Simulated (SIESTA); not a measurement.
The system is GaSn.

```
Ga Sn
1.0
     0.00000    2.90288    3.09822
     2.72925    0.00000    3.09822
     2.72925    2.90288    0.00000
Ga Sn
1 1
Direct
  0.50000 0.50000 0.50000
  0.00000 0.00000 0.00000
```

The cell was built by a generator and needn't be a form met in nature.

| Quantity | Value |
| --- | --- |
| Program | SIESTA 5.4.2 |
| Task | relaxation of cell and atoms |
| Functional | PBE |
| Potentials or basis | PseudoDojo 0.4 standard (PBE files) |
| Basis | DZP (energy shift 0.002 Ry; radii capped at 9.5 bohr) |
| Grid cutoff | 800 Ry |
| Energy shift | 0.002 Ry |
| k mesh | 6 × 6 × 6 |
| Occupations | fermi-dirac, width 0.05 eV |
| Spin | no spin polarisation |

At the start: pressure 2.4 GPa; volume 24.55 Å³/atom.

Question: How do energy, volume and symmetry change on relaxing?

Answer: Over 16 steps the energy falls by 82.3 meV/atom and the volume is 25.12 Å³/atom (+2.3 %); space group Fm-3m (No. 225, to 0.05 Å).

The path:
| step | energy change (eV) | largest force (eV/Å) | pressure (GPa) | volume (Å³) |
| --- | --- | --- | --- | --- |
| 1 | 0.0000 | 0.0000 | 2.40 | 49.09 |
| 2 | -0.0087 | 0.0000 | 2.22 | 49.18 |
| 3 | -0.1124 | 0.0000 | -0.31 | 50.95 |
| 4 | -0.1168 | 0.0000 | -0.42 | 51.05 |
| 5 | 0.0852 | 0.0000 | 2.85 | 50.20 |
| 6 | 0.1407 | 0.0000 | 3.94 | 48.61 |
| 7 | -0.1179 | 0.0000 | -0.73 | 51.47 |
| 8 | -0.1636 | 0.0000 | -0.25 | 50.48 |
| 9 | -0.1626 | 0.0000 | -0.43 | 50.69 |
| 10 | -0.1639 | 0.0000 | -0.27 | 50.50 |
| 11 | -0.1638 | 0.0000 | -0.36 | 50.59 |
| 12 | -0.1642 | 0.0000 | -0.30 | 50.53 |
| 13 | -0.1641 | 0.0000 | -0.26 | 50.49 |
| 14 | -0.1406 | 0.0000 | 0.53 | 49.81 |
| 15 | -0.1645 | 0.0000 | -0.13 | 50.35 |
| 16 | -0.1646 | 0.0000 | -0.03 | 50.24 |

Final structure:
```yaml
crystal:
  lattice:
    - [0.00075, 2.92997, 2.92758]
    - [2.92955, 0.00073, 2.92756]
    - [2.92952, 2.92991, 0.00071]
  atoms:
    - { symbol: Ga, position: [0.50000, 0.50000, 0.50000] }
    - { symbol: Sn, position: [0.00000, 0.00000, 0.00000] }
```

Caveat: semicore shells carry a single zeta, which can move pressures by several GPa and volumes by a few percent; the basis of atomic orbitals isn't converged, which shifts pressures, moduli and gaps.
